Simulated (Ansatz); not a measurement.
# C₆H₁₅NSi: vertical ionisation energy

The task here is to estimate one member of a computed series from the others.

Computed with Ansatz 0.2.0, Gaussian basis. Level: unrestricted cation, the program's frozen cores in correlated methods.

Plan: UKS PBE-D4/def2-TZVPP; UKS r2SCAN-D4/def2-TZVPP; UKS PBE0-D4/def2-TZVPP; UKS B3LYP-D4/def2-TZVPP; UKS wB97X-V/def2-TZVPP; UKS wB97M-V/def2-TZVPP; UKS B2PLYP/def2-TZVPP; UHF-CCSD(T)/def2-TZVPP; UHF-MP2/def2-QZVPP; extrapolation to the limit; then −ε(HOMO) from the neutral's earlier runs with LDA (SPW92), PBE-D4, revPBE-D4, BLYP-D4, r2SCAN-D4, B97M-V, PBE0-D4, B3LYP-D4, r2SCANh-D4, r2SCAN0-D4, HSE06-D4, BHLYP-D4, CAM-B3LYP-D4, LC-ωPBE, ωB97X-V, ωB97M-V.

## The relaxed structure

All runs share one geometry, relaxed beforehand with PBE0-D4 in a triple-zeta def2 set.

SMILES `C=CCN([SiH3])C(C)C`, 23 atoms, charge 0, spin multiplicity 1.

Atoms are counted from 1 here; the program's logs count them from 0.

Bond lengths: C1–C2 1.325 Å, C1–H9 1.084 Å, C1–H10 1.086 Å, C2–C3 1.497 Å, C2–H11 1.088 Å, C3–N4 1.456 Å, C3–H12 1.095 Å, C3–H13 1.098 Å, N4–Si5 1.718 Å, N4–C6 1.459 Å, Si5–H14 1.485 Å, Si5–H15 1.487 Å, Si5–H16 1.497 Å, C6–C7 1.525 Å, C6–C8 1.523 Å, C6–H17 1.097 Å, C7–H18 1.093 Å, C7–H19 1.094 Å and more. Angles: C2–C1–H9 121.8°, C2–C1–H10 121.2°, H9–C1–H10 117.0°, C1–C2–C3 124.3°, C1–C2–H11 120.0°, C3–C2–H11 115.7°, C2–C3–N4 112.6°, C2–C3–H12 109.3°, C2–C3–H13 109.0°, N4–C3–H12 109.0°, N4–C3–H13 111.3°, H12–C3–H13 105.3°, C3–N4–Si5 119.6°, C3–N4–C6 118.0°, Si5–N4–C6 120.6°, N4–Si5–H14 109.0°, N4–Si5–H15 108.3°, N4–Si5–H16 114.2° and more.

Set-up of the first run:

Input file in.yaml:

```yaml
crystal:
  periodic: [false, false, false]
  atoms:
    - {symbol: C, position_ang: [0.966648, -2.661324, -1.740448]}
    - {symbol: C, position_ang: [1.060383, -1.587692, -0.970073]}
    - {symbol: C, position_ang: [0.150318, -0.402906, -1.059945]}
    - {symbol: N, position_ang: [-0.508550, -0.105462, 0.204055]}
    - {symbol: Si, position_ang: [-1.960397, -0.925399, 0.617774]}
    - {symbol: C, position_ang: [-0.112065, 1.106126, 0.913657]}
    - {symbol: C, position_ang: [-0.487475, 2.380484, 0.164071]}
    - {symbol: C, position_ang: [1.365240, 1.093075, 1.282313]}
    - {symbol: H, position_ang: [1.646381, -3.499166, -1.638443]}
    - {symbol: H, position_ang: [0.199115, -2.739842, -2.504953]}
    - {symbol: H, position_ang: [1.824231, -1.537724, -0.197462]}
    - {symbol: H, position_ang: [0.726577, 0.473492, -1.375888]}
    - {symbol: H, position_ang: [-0.580869, -0.573756, -1.860723]}
    - {symbol: H, position_ang: [-1.874386, -2.329525, 0.140579]}
    - {symbol: H, position_ang: [-2.120277, -0.874791, 2.095651]}
    - {symbol: H, position_ang: [-3.194870, -0.331194, 0.014433]}
    - {symbol: H, position_ang: [-0.679097, 1.099868, 1.852375]}
    - {symbol: H, position_ang: [-0.244792, 3.265054, 0.758277]}
    - {symbol: H, position_ang: [0.056118, 2.462938, -0.781206]}
    - {symbol: H, position_ang: [-1.556447, 2.398671, -0.058443]}
    - {symbol: H, position_ang: [1.609030, 0.203804, 1.866503]}
    - {symbol: H, position_ang: [1.620828, 1.976450, 1.872190]}
    - {symbol: H, position_ang: [1.999255, 1.101920, 0.391207]}
basis:
  gaussian: {orbitals: def2-TZVPP}
total_charge: 1
magnetization: {spin_polarized: true, initial_magnetization: 1}
hamiltonian: {xc: pbe, dispersion: d4}
```

Run with:

```sh
> ansatz run in.yaml --threads 4 --pin off --events-out ev --progress --plain --max-ram 66560MiB --backend cuda --devices 0, --max-vram 37GiB
```

Among the steps run: Cation, UKS PBE-D4/def2-TZVPP; Cation, UKS r2SCAN-D4/def2-TZVPP; Cation, UKS PBE0-D4/def2-TZVPP; Cation, UKS B3LYP-D4/def2-TZVPP; Cation, UKS wB97X-V/def2-TZVPP; Cation, UKS wB97M-V/def2-TZVPP; Cation, UKS B2PLYP (frozen core)/def2-TZVPP; Cation, UHF-CCSD(T)/def2-TZVPP; Cation, UHF-MP2/def2-QZVPP.

One of the session's tables, all rows but one given; the rest of the session is left out.

It belongs to the step «Ionisation energies side by side». For comparison, −ε(HOMO) of the neutral from earlier runs:

| functional | −ε(HOMO) (eV) |
| --- | --- |
| LDA (SPW92) | 5.20 |
| PBE-D4 | 5.07 |
| revPBE-D4 | 5.01 |
| BLYP-D4 | 4.94 |
| r2SCAN-D4 | 5.30 |
| B97M-V | 5.50 |
| PBE0-D4 | 6.34 |
| B3LYP-D4 | ? |
| r2SCANh-D4 | 5.78 |
| r2SCAN0-D4 | 6.51 |
| HSE06-D4 | 5.95 |
| BHLYP-D4 | 7.57 |
| CAM-B3LYP-D4 | 7.70 |
| LC-ωPBE | 9.02 |
| ωB97X-V | 8.70 |
| ωB97M-V | 8.64 |

Estimate the missing values for B3LYP-D4.

Worked estimate for «−ε(HOMO) (eV)». Against the share of exact exchange, BLYP-D4 (0, 4.94), BHLYP-D4 (0.5, 7.57) give a slope of 5.26 per unit share; at 0.2 the line stands at 5.99.

The run gave: −ε(HOMO) (eV): 6.13. In «−ε(HOMO) (eV)» the line misses by -0.14.
